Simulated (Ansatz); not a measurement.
**Si2NH6 (SMILES N[SiH][SiH3]) at UMP2/6-311+G(d,p)**

What is the electronic atomisation energy of Si2NH6 at UMP2/6-311+G**? 

The calculation is run with Ansatz 0.2.0.

31 further runs of the same task are left out: 31 set aside as unsound or not needed.

**1. The structure to begin with**

Si2NH6 has 9 atoms, charge 0, and is taken as a doublet. As SMILES, `N[SiH][SiH3]`. The shape is that of a PBE0-D4/def2-TZVP optimisation. This is one conformer, not always the lowest.

Bond lengths: N1–Si2 1.725 Å, Si2–Si3 2.338 Å, N1–H4 1.007 Å, N1–H5 1.007 Å, Si2–H6 1.494 Å, Si3–H7 1.491 Å, Si3–H8 1.490 Å, Si3–H9 1.488 Å. Some angles: N1–Si2–Si3 110.8°, N1–Si2–H6 105.7°, Si3–Si2–H6 112.7°, Si2–N1–H4 121.0°, Si2–N1–H5 120.5°, Si2–Si3–H7 114.8°, Si2–Si3–H8 108.4°, Si2–Si3–H9 108.6°, H4–N1–H5 111.4°, H7–Si3–H8 107.8°.

**2. A single-point energy at UMP2/6-311+G(d,p)**

job.yaml reads:

```yaml
crystal:
  periodic: [false, false, false]
  atoms:
    - symbol: N
      position_ang: [-0.800100, 0.840300, -1.401300]
    - symbol: Si
      position_ang: [-0.412600, 0.902100, 0.278900]
    - symbol: Si
      position_ang: [0.627800, -1.077000, 0.962500]
    - symbol: H
      position_ang: [-1.356700, 0.089900, -1.777700]
    - symbol: H
      position_ang: [-0.920900, 1.689300, -1.930000]
    - symbol: H
      position_ang: [0.461600, 2.102100, 0.448200]
    - symbol: H
      position_ang: [1.938500, -1.353900, 0.307200]
    - symbol: H
      position_ang: [-0.282400, -2.217000, 0.659800]
    - symbol: H
      position_ang: [0.833300, -1.021900, 2.435300]
basis:
  gaussian:
    orbitals: 6-311+G_st__st_-spherical.json
accuracy: high
correlation:
  method: mp2
  frozen_orbitals: {H: 0, "N": 1, Si: 5}
magnetization:
  spin_polarized: true
  initial_magnetization: 1
```

The basis set 6-311+G** is read from a file made from the Basis Set Exchange's data (not shown).

The run is started by

```bash
ansatz run job.yaml --threads 1 --pin off --max-ram 3480MiB --events-out events.jsonl --progress --plain --runs-dir runs
```

Output:

```text
Warning: RAYON_NUM_THREADS=1 ignored (pool sized by the plan → 1); use --threads N
Functional definition: HF
  name "HF"
  exchange = exact_x
  correlation = 0
2208 factors; integrals over basis functions are off by at most 3.1e-8 eV
mean field evaluation 1: about -17298.2498 eV, gradient 2.5e1 eV
mean field evaluation 2: about -17298.2558 eV, gradient 2.5e1 eV
mean field evaluation 4: about -17301.4246 eV, gradient 2.6e0 eV
mean field evaluation 8: about -17301.5174 eV, gradient 4.3e-3 eV
mean field -17301.51743918 eV, -635.8190385001 hartree, gradient 4.0e-8 eV, S^2 0.757883; 0 other end points of the search recorded, 0 dependent functions left out
11 core orbitals not correlated: weight in the atoms' cores, before any rotation towards them, 1.000 or more for the frozen orbitals, at most 0.000 for the correlated occupied ones
reference -17301.51743918 eV, -635.8190385001 hartree; 10, 9 occupied and 97, 98 virtual orbitals, 2208 factors
second order -10.22806043 eV of doubles, -0.00000000 eV of singles
Total energy: -17311.74549961 eV, -636.1949127880 hartree
```

Run time: 3.9 s. Hardware: 1 thread of Intel Xeon 6975P-C (Granite Rapids), shared host; peak memory 0.42 GiB.

**3. The H atom: the energy at UHF/6-311+G(d,p)**

input.yaml reads:

```yaml
crystal:
  periodic: [false, false, false]
  atoms:
    - symbol: H
      position_ang: [0.000000, 0.000000, 0.000000]
basis:
  gaussian: {orbitals: 6-311+G_st__st_.json}
magnetization: {spin_polarized: true, initial_magnetization: 1}
hamiltonian: {xc: hf}
accuracy: high
```

The basis set 6-311+G** is read from a file made from the Basis Set Exchange's data (not shown).

Run the same way, it converges to -0.49981 Eh (log not shown).

**4. The N atom at the same level**

run.yaml reads:

```yaml
crystal:
  periodic: [false, false, false]
  atoms:
    - {symbol: N, position_ang: [0.000000, 0.000000, 0.000000]}
basis:
  gaussian: {orbitals: 6-311+G_st__st_.json}
magnetization: {spin_polarized: true, initial_magnetization: 3}
correlation: {method: mp2, frozen_orbitals: {"N": 1}}
accuracy: high
```

The basis set 6-311+G** is read from a file made from the Basis Set Exchange's data (not shown).

Run the same way, it converges to -54.47657 Eh (log not shown).

**5. The Si atom at the same level**

run.yaml reads:

```yaml
crystal:
  periodic: [false, false, false]
  atoms:
    - symbol: Si
      position_ang: [0.000000, 0.000000, 0.000000]
basis:
  gaussian: {orbitals: 6-311+G_st__st_-spherical.json}
total_charge: 0
magnetization: {spin_polarized: true, initial_magnetization: 2}
correlation: {method: mp2, frozen_orbitals: {Si: 5}}
accuracy: high
```

The basis set 6-311+G** is read from a file made from the Basis Set Exchange's data (not shown).

The run is started by

```bash
ansatz run run.yaml --threads 1 --pin off --max-ram 3480MiB --events-out events.jsonl --progress --plain --runs-dir runs
```

Output:

```text
Warning: RAYON_NUM_THREADS=1 ignored (pool sized by the plan → 1); use --threads N
Functional definition: HF
  name "HF"
  exchange = exact_x
  correlation = 0
230 factors; integrals over basis functions are off by at most 3.5e-9 eV
mean field evaluation 1: about -7859.8125 eV, gradient 3.9e0 eV
mean field evaluation 2: about -7859.8150 eV, gradient 3.9e0 eV
mean field evaluation 4: about -7860.0234 eV, gradient 1.3e-1 eV
mean field evaluation 8: about -7860.0229 eV, gradient 1.1e-8 eV
mean field evaluation 16: about -7860.0229 eV, gradient 2.3e-5 eV
mean field evaluation 32: about -7854.3733 eV, gradient 2.4e-7 eV
mean field -7860.02292908 eV, -288.8505149290 hartree, gradient 5.2e-8 eV, S^2 2.006094; 6 other end points of the search recorded, 0 dependent functions left out
5 core orbitals not correlated: weight in the atoms' cores, before any rotation towards them, 1.000 or more for the frozen orbitals, at most 0.000 for the correlated occupied ones
reference -7860.02292908 eV, -288.8505149290 hartree; 3, 1 occupied and 22, 24 virtual orbitals, 230 factors
second order -1.14229834 eV of doubles, -0.00000000 eV of singles
Total energy: -7861.16522742 eV, -288.8924936186 hartree
```

It took 0.16 s on 1 thread of Intel Xeon 6975P-C (Granite Rapids), shared host.

**6. What came out**

Level: UMP2/6-311+G**, 11 core orbitals frozen.

```
                                              quantity          value
                                molecule: total energy  -636.19491 Eh
molecule: correlation energy (11 core orbitals frozen)     -375.9 mEh
           molecule: ⟨S²⟩ of the reference determinant          0.758
                                  H atom: total energy    -0.49981 Eh
                                          H atom: ⟨S²⟩          0.750
                                  N atom: total energy   -54.47657 Eh
    N atom: correlation energy (1 core orbital frozen)      -77.7 mEh
             N atom: ⟨S²⟩ of the reference determinant          3.758
                                 Si atom: total energy  -288.89249 Eh
  Si atom: correlation energy (5 core orbitals frozen)      -42.0 mEh
            Si atom: ⟨S²⟩ of the reference determinant          2.006
                         electronic atomisation energy      25.429 eV
```

**Reading.** Taking the molecule apart into free atoms costs 25.43 eV (586 kcal/mol), before zero-point energy and without spin-orbit coupling.
